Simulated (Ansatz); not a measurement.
# Te2Mo: the cost of one run

Program: Ansatz 0.2.0. Level of theory: DFT r2SCAN, scalar-relativistic, plane waves, PAW. These are calculated values, not measurements.

## Step 1: Starting point

It takes space group P6_3/mmc (No. 194, hexagonal). Conventional cell: a = 3.518 Å, b = 3.518 Å, c = 13.974 Å, α = 90.00°, β = 90.00°, γ = 120.00°. Te (site symmetry 3m) is surrounded by 3 Mo at 2.72 Å. Mo (site symmetry -6m2) is surrounded by 6 Te at 2.72 Å.

As a file:

```
Te Mo
1.0
     3.51820    0.00000    0.00000
    -1.75910    3.04685    0.00000
     0.00000    0.00000   13.97360
Te Mo
4 2
Direct
  0.33333 0.66667 0.62100
  0.66667 0.33333 0.12100
  0.33333 0.66667 0.87900
  0.66667 0.33333 0.37900
  0.33333 0.66667 0.25000
  0.66667 0.33333 0.75000
```

The structure comes from the Crystallography Open Database.

## Step 2: A first look at the start

Contents of input.yaml:

```yaml
crystal:
  lattice:
    - [3.5181997508, 0.0, 0.0]
    - [-1.7590998754, 3.0468503597, 0.0]
    - [0.0, 0.0, 13.9736]
  atoms:
    - { symbol: Te, position: [0.3333333333, 0.6666666667, 0.621] }
    - { symbol: Te, position: [0.6666666667, 0.3333333333, 0.121] }
    - { symbol: Te, position: [0.3333333333, 0.6666666667, 0.879] }
    - { symbol: Te, position: [0.6666666667, 0.3333333333, 0.379] }
    - { symbol: Mo, position: [0.3333333333, 0.6666666667, 0.25] }
    - { symbol: Mo, position: [0.6666666667, 0.3333333333, 0.75] }
basis:
  ecutwfc: 500
kpoints:
  mp_grid: { grid: [6, 6, 2] }
hamiltonian:
  xc: r2scan
scf:
  occupations: { method: gaussian, width: 0.1 }
output:
  forces: true
  stress: true
  eigenvalues: true
```

On the command line:

```console
$ ansatz run input.yaml --threads 2 --pin off --max-ram 5120MiB --backend cpu --events-out ev --progress --plain --runs-dir out
```

Q: Estimate wall time and peak memory on 2 threads of Intel Xeon at 2.50GHz (Skylake/Cascade Lake), shared host.

About 16 s, with a peak of 0.85 GiB.
